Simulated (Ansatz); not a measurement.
# C2H8NSb: a ladder of functionals and wavefunction methods

One table from this session's results is given with a row withheld; the runs are named, their logs left out.

Computed with Ansatz 0.2.0, Gaussian basis. Level: functionals in def2-TZVPP, the program's frozen cores in correlated methods.

Plan: PBE-D4, r2SCAN-D4, PBE0-D4, B3LYP-D4, ωB97X-V, ωB97M-V, B2PLYP; CCSD(T)/def2-TZVPP; MP2/def2-QZVPP; extrapolation to the limit.

## The geometry

The geometry comes from an earlier relaxation with PBE0-D4 in a triple-zeta def2 set; it is a stationary point, not always the lowest conformer. Sb takes the def2 core potential; no spin-orbit term is included.

12 atoms, charge 0, spin multiplicity 1.

Atoms are counted from 1 here; the program's logs count them from 0.

Bond lengths: C1–C2 1.513 Å, C1–H5 1.091 Å, C1–H6 1.095 Å, C1–H7 1.094 Å, C2–N3 1.446 Å, C2–Sb4 2.221 Å, C2–H8 1.093 Å, N3–H9 1.012 Å, N3–H10 1.013 Å, Sb4–H11 1.713 Å, Sb4–H12 1.713 Å. Angles: C2–C1–H5 111.4°, C2–C1–H6 109.8°, C2–C1–H7 111.1°, H5–C1–H6 108.9°, H5–C1–H7 107.6°, H6–C1–H7 107.9°, C1–C2–N3 110.3°, C1–C2–Sb4 112.4°, C1–C2–H8 109.5°, N3–C2–Sb4 112.1°, N3–C2–H8 107.8°, Sb4–C2–H8 104.6°, C2–N3–H9 112.5°, C2–N3–H10 111.4°, H9–N3–H10 107.9°, C2–Sb4–H11 96.8°, C2–Sb4–H12 91.5°, H11–Sb4–H12 91.5°.

Set-up of the first run:

in.yaml reads:

```yaml
crystal:
  periodic: [false, false, false]
  atoms:
    - {symbol: C, position_ang: [-0.969656, 0.772336, 0.212745]}
    - {symbol: C, position_ang: [0.437282, 0.379880, -0.180005]}
    - {symbol: N, position_ang: [1.301620, 0.388610, 0.979552]}
    - {symbol: Sb, position_ang: [0.504157, -1.562016, -1.255491]}
    - {symbol: H, position_ang: [-1.622974, 0.836980, -0.658301]}
    - {symbol: H, position_ang: [-0.956937, 1.743114, 0.719278]}
    - {symbol: H, position_ang: [-1.405256, 0.040112, 0.898690]}
    - {symbol: H, position_ang: [0.831901, 1.104891, -0.896698]}
    - {symbol: H, position_ang: [2.263813, 0.179778, 0.747121]}
    - {symbol: H, position_ang: [0.995763, -0.282426, 1.674015]}
    - {symbol: H, position_ang: [-0.910657, -1.325840, -2.191727]}
    - {symbol: H, position_ang: [-0.392157, -2.330621, -0.015078]}
basis:
  gaussian: {orbitals: def2-TZVPP}
hamiltonian: {xc: pbe, dispersion: d4}
output: {forces: true, orbitals: {seedname: orbitals}}
```

On the command line:

```bash
ansatz run in.yaml --threads 4 --pin off --events-out ev --progress --plain --max-ram 10444MiB
```

Among the steps run: PBE-D4 (GGA); r2SCAN-D4 (meta-GGA); PBE0-D4 (hybrid); B3LYP-D4 (hybrid); ωB97X-V (range-separated); ωB97M-V (range-separated); B2PLYP (double hybrid); CCSD(T) in def2-TZVPP; MP2 in def2-QZVPP.

One table of the session follows, with a row left open; its other results are not shown here.

It belongs to the step «Atomisation energies». 

| method | atoms, summed (eV) | atomisation energy (eV) |
| --- | --- | --- |
| PBE-D4 | -10185.996 | 42.220 |
| r2SCAN-D4 | -10192.200 | 41.250 |
| PBE0-D4 | -10187.553 | 41.437 |
| B3LYP-D4 | -10194.309 | 41.666 |
| ωB97X-V | -10189.814 | 41.645 |
| ωB97M-V | -10188.422 | 41.447 |
| B2PLYP | -10183.047 | 40.927 |
| HF/def2-TZVPP | ? | ? |
| MP2/def2-TZVPP | -10165.521 | 40.246 |
| CCSD/def2-TZVPP | -10166.895 | 39.672 |
| CCSD(T)/def2-TZVPP | -10167.232 | 40.292 |
| MP2/CBS | -10177.717 | 41.414 |
| CCSD(T)/CBS | -10179.428 | 41.460 |

**Question.** Estimate the row for HF/def2-TZVPP.

The run gave: atoms, summed (eV): -10151.574; atomisation energy (eV): 28.782. In the column «atoms, summed (eV)» it is the highest.

To keep in mind: Free atoms (2 C, 1 N, 1 Sb, 8 H) were run apart at each level; the atomisation energy is their sum less the molecule, without zero-point or spin-orbit terms.
